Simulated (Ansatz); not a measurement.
A nudged elastic band was laid between two geometries of a periodic cell of 13 atoms, Zn$_{12}$H (host Zn, host structure hcp, interstitial H).

Level of theory: DFT LDA, scalar-relativistic, plane waves, PAW (Ansatz 0.2.0). Settings: cutoff 420 eV, k mesh 4x3x3, gaussian smearing 0.05 eV, no spin polarisation.

```json
{
  "movable images": "7",
  "climbing image": "yes",
  "spring": "2.0 to 10.0 eV/Å², energy-weighted",
  "optimiser": "quadratic models (default)",
  "start path": "IDPP",
  "force threshold": "0.05 eV/Å",
  "iteration limit": "80",
  "end points": "relaxed"
}
```

First end point:

```xyz
13
Lattice="5.3200 0.0000 0.0000 -3.9900 6.9109 0.0000 0.0000 0.0000 4.9370" Properties=species:S:1:pos:R:3
Zn -0.156 0.112 0.127
Zn -0.053 1.549 2.615
Zn -1.451 2.411 0.027
Zn -1.364 3.891 2.647
Zn -2.811 4.656 -0.056
Zn -2.808 6.045 2.219
Zn 2.528 0.090 0.078
Zn 2.627 1.739 2.289
Zn 1.179 2.401 0.040
Zn 1.242 3.815 2.530
Zn -0.142 4.688 0.208
Zn 0.064 6.105 2.753
H 2.489 0.104 3.057
```

Last end point:

```xyz
13
Lattice="5.3200 0.0000 0.0000 -3.9900 6.9109 0.0000 0.0000 0.0000 4.9370" Properties=species:S:1:pos:R:3
Zn 0.030 -0.212 -0.151
Zn 0.115 1.445 2.565
Zn -1.400 2.347 0.282
Zn -1.206 3.757 2.663
Zn -2.578 4.631 0.057
Zn -2.527 6.045 2.503
Zn 2.715 -0.019 0.148
Zn 2.798 1.416 2.591
Zn 1.476 2.406 -0.243
Zn 1.467 3.786 2.422
Zn 0.027 4.552 0.175
Zn 0.105 6.036 2.506
H 0.162 1.432 5.509
```

Task: What changes between the two ends?

Result: The atom that moves furthest is H13, by 3.63 Å; four of its nearest neighbours are Zn8 1.81, Zn6 1.83, Zn12 1.84, Zn7 1.96 Å at the first end and Zn1 1.80, Zn9 1.83, Zn3 1.83, Zn2 1.99 Å at the last.

Task: What energy profile does the band end with?

Result: It converged. The highest image is number 3 of 0 to 8, 0.175 eV above the ends, which have the same energy within 2 meV. By the program's own check the climbing image is a first-order saddle point (lowest curvatures found: -0.16 and 0.13 eV/Å²). Limits of this set-up: coarse k mesh, odd electron count without spin, a small cell, in which the defect meets its images, a typed lattice constant that wasn't relaxed here.

```csv
image,path coordinate (Å),energy (eV)
0,0.00,0.000
1,0.89,0.109
2,1.69,0.126
3,2.31,0.175
4,2.67,0.165
5,3.05,0.131
6,3.50,0.064
7,4.23,0.018
8,5.47,0.000
```

Task: What is the geometry of the highest image?

Result: 
```xyz
13
Lattice="5.3200 0.0000 0.0000 -3.9900 6.9109 0.0000 0.0000 0.0000 4.9370" Properties=species:S:1:pos:R:3
Zn -0.051 -0.030 0.084
Zn -0.047 1.528 2.347
Zn -1.321 2.329 0.013
Zn -1.343 3.824 2.591
Zn -2.651 4.612 -0.051
Zn -2.708 6.050 2.283
Zn 2.736 -0.045 0.196
Zn 2.671 1.553 2.347
Zn 1.327 2.419 0.124
Zn 1.300 3.814 2.587
Zn -0.020 4.594 0.046
Zn -0.026 6.134 2.665
H 1.416 0.830 4.235
```

Time of the run: 10 min on 4 threads of INTEL(R) XEON(R) PLATINUM 8581C CPU @ 2.30GHz (Emerald Rapids), on a shared host, peak memory 2.4 GiB.
